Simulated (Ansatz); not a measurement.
# Zr4InAs3: the cost of one run

Method: DFT PBE, scalar-relativistic, plane waves, PAW, unless a step names another level, in Ansatz 0.2.0.

15 further runs of the same task are left out: 15 set aside as unsound or not needed.

### 1 Plan

Pauling electronegativities: Zr 1.33, In 1.78, As 2.18 (spread 0.85). The formula balances with common oxidation states: Zr +2, In +1, As -3. Tabulated atomic sizes suggest about 20 Å³/atom. 22 candidates were drawn, by swapping species into database cells of other compounds, at random by space group and Wyckoff sites, or by hand, as the table says:

```tsv
name	made from	space group no.	Wyckoff sites	atoms (primitive cell)	V (Å³/atom)
c01	database cell of Mg4Te3Se	115	Zr 2g, 2g; In 1d; As 2f, 1a	8	26.2
c02	random	191	Zr 4h; In 1b; As 3g	8	20.0
c03	random	99	Zr 4e; In 1b; As 1a, 2c	8	25.5
c04	database cell of In4As3P	25	Zr 2g, 1c, 1d; In 1b; As 2h, 1a	8	24.5
c05	random	166	Zr 9e, 3a; In 3b; As 9d	8	22.6
c06	random	38	Zr 4d, 4c; In 2b; As 4e, 2a	8	21.7
c07	random	99	Zr 2c, 1b, 1b; In 1b; As 1a, 2c	8	21.6
c08	database cell of KZn4P3	166	Zr 6c, 6c; In 3b; As 6c, 3a	8	21.5
c09	database cell of YSc3N4	139	Zr 4c, 4e; In 2a; As 4d, 2b	8	17.1
c10	database cell of AlNi4As3	187	Zr 2g, 2g; In 1e; As 1f, 2h	8	18.4
c11	random	115	Zr 4j; In 1b; As 2g, 1a	8	24.9
c12	database cell of Sn3BiTe4	166	Zr 6c, 6c; In 3a; As 6c, 3b	8	21.5
c13	random	71	Zr 8m; In 2d; As 2c, 2b, 2a	8	20.7
c14	random	221	Zr 3d, 1a; In 1b; As 3c	8	22.2
c15	random	221	Zr 1a, 3c; In 1b; As 3d	8	21.3
c16	database cell of BaMg4Ge3	123	Zr 4i; In 1a; As 1b, 2h	8	23.7
c17	random	65	Zr 8o; In 2a; As 4i, 2b	8	22.1
c18	random	166	Zr 6c, 6c; In 3b; As 9e	8	22.5
c19	random	221	Zr 3c, 1b; In 1a; As 3d	8	22.2
c20	database cell of In3GaTe4	121	Zr 8i; In 2a; As 4c, 2b	8	23.0
c21	random	119	Zr 8h; In 2a; As 4e, 2c	8	23.5
c22	random	191	Zr 2d, 2e; In 1a; As 2c, 1b	8	22.1
```

### 2 Screening run of c01

The input, input.yaml:

```yaml
crystal:
  lattice:
    - [4.20707476, 0.0, 0.0]
    - [0.0, 4.20707476, 0.0]
    - [0.0, 0.0, 11.8485959]
  atoms:
    - { symbol: Zr, position: [0.5, 0.0, 0.60787296] }
    - { symbol: Zr, position: [0.0, 0.5, 0.39212704] }
    - { symbol: Zr, position: [0.5, 0.0, 0.13068306] }
    - { symbol: Zr, position: [0.0, 0.5, 0.86931694] }
    - { symbol: In, position: [0.0, 0.0, 0.5] }
    - { symbol: As, position: [0.5, 0.5, 0.26162425] }
    - { symbol: As, position: [0.0, 0.0, 0.0] }
    - { symbol: As, position: [0.5, 0.5, 0.73837575] }
basis:
  ecutwfc: 420
kpoints:
  mp_grid: { grid: [4, 4, 2] }
hamiltonian:
  xc: pbe
scf:
  occupations: { method: gaussian, width: 0.2 }
  lower_state_search: "off"
output:
  forces: true
  stress: true
  eigenvalues: true
relax:
  adjacent_minimum: "off"
  f_tol: 0.08
  max_steps: 16
  cell: { stress_tol: 0.8 }
```

Started as:

```bash
$ ansatz run input.yaml --threads 1 --pin off --max-ram 2560MiB --backend cpu --events-out ev --progress --plain --runs-dir out
```

**Question.** How long does this run take on 1 thread of Arm Neoverse V1, shared host, and how much memory does it need?

About 1.8 min, with a peak of 0.51 GiB.
